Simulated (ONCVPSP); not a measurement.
**Technetium: generating and testing an ONCV potential**

Aim: build the potential from the settings below, then test how well it stands in for the atom: other configurations, scattering, ghost states and the plane-wave cutoff that it needs.

The numbers are computed with ONCVPSP 4.0.1 (Wu-Cohen, scalar-relativistic, spin-unpolarised reference atom).

3 further runs of the same task are left out: 1 that didn't finish, 2 set aside as unsound or not needed.

## 1. The design

Typed settings, in words:

```json
{"element": "technetium (Tc, Z = 43)", "type": "optimised norm-conserving Vanderbilt (ONCV)", "frozen core": "[Ar] 3d10", "valence charge": "15", "reference configuration": "4s2 4p6 4d5 5s1.75 5p0.25", "partial waves": "4s+5s: rc 1.70 bohr, ncon 4, nbas 8, qcut 9.2 1/bohr, 2 projectors; 4p+5p: rc 2.30 bohr, ncon 4, nbas 8, qcut 6.6 1/bohr, 3 projectors, debl 1.8 Ha; 4d: rc 1.85 bohr, ncon 3, nbas 8, qcut 7.2 1/bohr, 1 projector", "local potential": "polynomial inside 1.35 bohr (lpopt 5, dvloc0 3 Ha)", "core correction": "Teter function, fcfact 4.25, rcfact 1.68"}
```

## 2. The generation run

Tc.dat

```
# ATOM AND REFERENCE CONFIGURATION
# atsym  z   nc   nv     iexc    psfile
  Tc 43.00    6    5  -118130      upf
#
#   n    l    f
    1    0    2.00
    2    0    2.00
    2    1    6.00
    3    0    2.00
    3    1    6.00
    3    2   10.00
    4    0    2.00
    4    1    6.00
    4    2    5.00
    5    0    1.75
    5    1    0.25
#
# PSEUDOPOTENTIAL AND OPTIMIZATION
# lmax
    2
#
#   l,   rc,      ep,       ncon, nbas, qcut
    0    1.70    0.00    4    8    9.20
    1    2.30    0.00    4    8    6.60
    2    1.85    0.00    3    8    7.20
#
# LOCAL POTENTIAL
# lloc, lpopt,  rc(5),   dvloc0
    4    5    1.35    3.00
#
# VANDERBILT-KLEINMAN-BYLANDER PROJECTORs
# l, nproj, debl
    0    2    2.80
    1    3    1.80
    2    1    0.50
#
# MODEL CORE CHARGE
# icmod, fcfact, rcfact
    3    4.25    1.68
#
# LOG DERIVATIVE ANALYSIS
# epsh1, epsh2, depsh
   -4.00    5.00    0.02
#
# OUTPUT GRID
# rlmax, drl
    6.00    0.01
#
# TEST CONFIGURATIONS
# ncnf
    4
# nvcnf
#   n    l    f
    5
    4    0    2.00
    4    1    6.00
    4    2    5.00
    5    0    2.00
    5    1    0.00
#
    5
    4    0    2.00
    4    1    6.00
    4    2    5.00
    5    0    1.00
    5    1    0.00
#
    5
    4    0    2.00
    4    1    6.00
    4    2    5.00
    5    0    0.00
    5    1    0.00
#
    5
    4    0    2.00
    4    1    6.00
    4    2    5.00
    5    0    1.00
    5    1    1.00
#
```

Launch:

```sh
$ oncvpsp.x < Tc.dat > Tc.out
```

What does the calculation give? Wanted: cutoffs for 1 and 0.1 mHa per electron, occupied waves; bound ghosts; GHOST(+) flags; largest test error; largest phase difference near zero energy, channels read; rms error of d²Exc/dn², without and with the model core.

**Answer**, as computed:

| quantity | value |
| --- | --- |
| cutoffs for 1 and 0.1 mHa per electron, occupied waves | 24 Ha and 29 Ha |
| bound ghosts | none found |
| GHOST(+) flags | none at low energy |
| largest test error (AE − PS) | -5.8 meV, for 4s2 4p6 4d5 5s0 5p0 |
| largest phase difference near zero energy, channels read | 0.001 rad |
| rms error of d²Exc/dn², without and with the model core | 2.13 and 2.35 mHa |

**Reading.** By total energies transferability is good: the largest error is 5.8 meV on 22.1 eV, for 4s2 4p6 4d5 5s0 5p0. It counts as of middling hardness, with 24 Ha needed at the looser tolerance. The program's ghost test flags no bound state. Near zero energy the phases of the channels with partial waves agree within 0.001 rad. All of this concerns the isolated atom, not yet a solid.
